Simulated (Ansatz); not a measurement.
# CHBr2F, SMILES FC(Br)Br: a geometry optimisation

With the Python package of Ansatz (0.2.0).

The cells in order, each with its output:

**Cell 1**
```python
import ansatz
import numpy as np
```

**Cell 2**
```python
mol = (
    ansatz.Crystal.molecule()
    .atom("F", (-0.5667, -0.2103, 1.2879))
    .atom("C", (-0.0521, 0.1064, 0.0731))
    .atom("Br", (1.7453, -0.5359, 0.0305))
    .atom("Br", (-1.0607, -0.6194, -1.3537))
    .atom("H", (-0.0159, 1.1856, -0.0792))
)
```

**Cell 3**
```python
calculation = (
    mol.calculation()
    .basis(gaussian="def2-SVP")
    .functional("B3LYP")
)
symbols = [site.symbol for site in mol.cartesian_sites]
start = np.array([site.position_ang for site in mol.cartesian_sites], dtype=float)
def progress(event):
    if event["event"] == "relax_step":
        row = event["data"]
        print(f"step {row['step']:3d}  E = {row['lagrangian_ev']:.6f} eV  largest force component {row['allowed_force_max_ev_ang']:.4f} eV/A")
```

**Cell 4**
```python
summary = calculation.relax(force_tolerance=0.01).session().plan().execute(on_event=progress).report
end = np.array(summary["positions_ang"])

for key in ("converged", "free_energy_ev", "reference_energy_ev", "n_frozen", "n_occupied", "n_virtual"):
    print(f"{key:22s} {summary[key]}")
```
Output:
```text
step   1  E = -143843.769558 eV  largest force component 0.9971 eV/A
step   2  E = -143843.830747 eV  largest force component 0.6653 eV/A
step   3  E = -143843.783803 eV  largest force component 1.9194 eV/A
step   4  E = -143843.846479 eV  largest force component 0.0827 eV/A
step   5  E = -143843.846736 eV  largest force component 0.0171 eV/A
step   6  E = -143843.846741 eV  largest force component 0.0011 eV/A
converged              True
free_energy_ev         -143843.84695308236
reference_energy_ev    -143843.84695308236
n_frozen               0
n_occupied             [43, 43]
n_virtual              [54, 54]
```

**Cell 5**
```python
print("final positions (A) and the move of each atom")
for symbol, xyz, old in zip(symbols, end, start):
    print(f"{symbol:2s} {xyz[0]:10.5f} {xyz[1]:10.5f} {xyz[2]:10.5f}   {np.linalg.norm(xyz - old):7.4f}")
with open("chbr2f_opt.xyz", "w") as handle:
    handle.write(f"{len(symbols)}\nrelaxed CHBr2F\n")
    handle.writelines(f"{s:2s} {x:11.6f} {y:11.6f} {z:11.6f}\n" for s, (x, y, z) in zip(symbols, end))
```
Output:
```text
final positions (A) and the move of each atom
F    -0.59396   -0.20013    1.26140    0.0394
C    -0.03876    0.10474    0.08435    0.0175
Br    1.80634   -0.53343    0.03779    0.0615
Br   -1.11524   -0.63613   -1.36691    0.0586
H    -0.00848    1.19135   -0.05803    0.0232
```

File `chbr2f_opt.xyz` afterwards:
```text
5
relaxed CHBr2F
F    -0.593964   -0.200127    1.261396
C    -0.038761    0.104744    0.084355
Br    1.806344   -0.533434    0.037789
Br   -1.115241   -0.636131   -1.366911
H    -0.008478    1.191348   -0.058029
```

Notes:
- Total energies depend on the basis set; only differences at equal settings carry meaning.
- The end point is the stationary point reached from this start; no frequency run checks that it is a minimum, and the basis set is modest.
- b3lyp holds the VWN-RPA fit, as in Gaussian; the form of ORCA and Turbomole is b3lyp5.
- Finished in 32 s on 1 thread of Arm Neoverse V2, with other jobs on the host, peak memory 0.3 GiB.

(Lines on the test bed's own set-up are left out of the output.)
